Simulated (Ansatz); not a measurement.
CH3BBr, SMILES C[B]Br, an atomisation energy

With Ansatz's Python interface.

Contents of `ch3bbr.xyz`:
```text
6

C    -0.34270    0.31420   -0.24430
B    -0.03100   -1.05640    0.36630
Br    1.77650   -1.40960    1.06250
H    -1.14820    0.82360    0.31800
H     0.49390    1.02280   -0.23600
H    -0.70630    0.24130   -1.31260
```

Notebook, run cell by cell (the value of a cell's last expression is shown):

```python
from collections import Counter

import ansatz as az


def single_point(molecule, charge=0, unpaired=0):
    calc = molecule.calculation().basis(gaussian='def2-TZVP').functional('pbe0')
    if charge:
        calc = calc.charge(charge)
    if unpaired:
        calc = calc.spin('collinear', total=unpaired)
    return calc.run(threads=1, pin='off').report['free_energy_ev']
```

```python
ch3bbr = az.Crystal.molecule_from_extxyz('ch3bbr.xyz')
```

```python
# Hund ground states
unpaired = {'C': 2, 'B': 1, 'Br': 1, 'H': 1}
counts = Counter(site.symbol for site in ch3bbr.cartesian_sites)
atom_energy = {s: single_point(az.Crystal.molecule().atom(s, (0, 0, 0)), 0, unpaired[s]) for s in counts}
whole = single_point(ch3bbr, 0, 1)
for s, e in atom_energy.items():
    print(f'{s:2s} x{counts[s]}  {e:14.5f} eV')
print(f'CH3BBr: {whole:.5f} eV')
split = sum(counts[s] * e for s, e in atom_energy.items()) - whole
print(f'atomisation energy (no zero-point term): {23.060548 * split:.1f} kcal/mol, {split / sum(counts.values()):.3f} eV an atom')
```

    C  x1     -1028.73662 eV
    B  x1      -669.89743 eV
    Br x1    -70036.98955 eV
    H  x3       -13.63389 eV
    CH3BBr: -71797.62322 eV
    atomisation energy (no zero-point term): 486.5 kcal/mol, 3.516 eV an atom

486.5 kcal/mol from the electronic energies, without the zero-point term.

Reading the output:
- Total energies depend on the basis set; only differences at equal settings carry meaning.
- The geometry is a force-field or estimated start, not a minimum of this method, and the basis set is short of its limit. All parts are taken at fixed geometry, without zero-point energy.
- The species is open-shell (spin multiplicity 2).
- The spin-orbit lowering of heavy atoms is left out.
- Finished in 3.9 s on 1 thread of Intel(R) Xeon(R) 6975P-C (Granite Rapids), on a shared host, peak memory 0.36 GiB.
